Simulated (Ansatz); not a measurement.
What does this script print? It uses the Ansatz DFT code, driven from Python.

Input file `zrc.xyz`:
```text
4
Lattice="3.39147627 0.0 0.0 -1.69573814 2.93710461 0.0 0.0 0.0 5.290053" Properties=species:S:1:pos:R:3 pbc="T T T"
Zr   -0.00000002    1.95806975    1.32251325
Zr    1.69573815    0.97903486    3.96753975
C     0.00000000    0.00000000    0.00000000
C     0.00000000    0.00000000    2.64502650
```

`phonons.py`
```python
"""Lattice dynamics of ZrC in a supercell."""

from pathlib import Path
import warnings

import ansatz as az
import numpy as np

warnings.simplefilter("ignore", az.DeckWarning)

system = az.Crystal.from_extxyz("zrc.xyz")

# the cell itself: zone-centre modes alone
base = (
    system.calculation()
    .occupations("fermi_dirac", width=0.3)
    .pseudopotentials("nc")
    .mixing("msr1", ndim=4, beta=0.6)
    .functional("LDA")
    .kpoints(9, 9, 5)
    .phonons("fd", supercell=1)
)
out = base.run(threads=1, runs_dir="phonon_runs")
folder = Path(out.output_folder) / "results"
ph = out.phonons

for mode, w in enumerate(ph.gamma_omega_inv_cm, start=1):
    print(f"Gamma mode {mode:2d}: {w:8.1f} 1/cm  {w / 33.35641:7.3f} THz")
print(f"{ph.n_members} displaced supercells, sum-rule residual {ph.asr_residual_pre_ev_ang2:.1e} eV/A^2")
optical = np.sort(ph.gamma_omega_inv_cm)
print("imaginary modes at Gamma:", int((optical < -10).sum()), "- highest mode", round(float(optical[-1]), 1), "1/cm")
```

`python phonons.py` gives:
```text
Gamma mode  1:      0.0 1/cm    0.000 THz
Gamma mode  2:      0.0 1/cm    0.000 THz
Gamma mode  3:      0.0 1/cm    0.000 THz
Gamma mode  4:    197.2 1/cm    5.913 THz
Gamma mode  5:    197.2 1/cm    5.913 THz
Gamma mode  6:    288.7 1/cm    8.656 THz
Gamma mode  7:    339.6 1/cm   10.179 THz
Gamma mode  8:    429.6 1/cm   12.879 THz
Gamma mode  9:    429.6 1/cm   12.879 THz
Gamma mode 10:    546.0 1/cm   16.367 THz
Gamma mode 11:    573.0 1/cm   17.177 THz
Gamma mode 12:    573.0 1/cm   17.177 THz
3 displaced supercells, sum-rule residual 1.1e-04 eV/A^2
imaginary modes at Gamma: 0 - highest mode 573.0 1/cm
```

The settings weren't tested for convergence. The run is spin-unpolarised. The cell isn't relaxed first, so the values belong to this volume. The mesh is modest for a metal, so energies can be off by several to tens of meV an atom and pressures by half a GPa or more; differences at equal mesh fare better. The structure comes from a database of computed cells and needn't be a stable or known phase. The structure is taken as given and the supercell is small; imaginary modes can come from an unrelaxed or unstable start. Phonons of metals also depend on mesh and smearing. Wall time of the script: 82 s on 1 thread of Arm Neoverse V2 (shared host), peak memory 0.73 GiB.
